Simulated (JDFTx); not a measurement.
Here is a JDFTx 1.7.0 (patched build) calculation.

File fluid.in:

```
lattice \
   10.0000000000     0.0000000000     0.0000000000 \
    0.0000000000    10.0000000000     0.0000000000 \
    0.0000000000     0.0000000000    10.0000000000
latt-scale 1.889726124626 1.889726124626 1.889726124626
coords-type Lattice
ion C      0.5492900000     0.4865900000     0.5281200000 1
ion O      0.4533100000     0.5176100000     0.4786800000 1

ion-species pseudo/C.upf
ion-species pseudo/O.upf
elec-cutoff 42
elec-ex-corr gga-x-optx gga-c-lyp
kpoint-folding 1 1 1
elec-n-bands 5
electronic-minimize nIterations 100 energyDiffThreshold 1e-06
fluid LinearPCM
pcm-variant SoftSphere
fluid-solvent H2O
fluid-minimize nIterations 200 knormThreshold 1e-10
initial-state vacuum.$VAR
core-overlap-check none
forces-output-coords Cartesian

dump-name fluid.$VAR
dump End Ecomponents EigStats BandEigs Kpoints Forces ElecDensity Dtot KEdensity
```

Potentials or basis: PseudoDojo-SR-PBE-0.5-standard with smoothed tails.

Command:

```sh
$ jdftx -c 1 -i fluid.in -o fluid.out
```

(1) What does it give for the solvation energy?

Results:

(1) 0.012 eV.

Caveat: the cores' own exchange energy is taken off the total, which shifts forces and pressure where cores overlap; the liquid is a continuum model, checked here against plausible ranges alone.
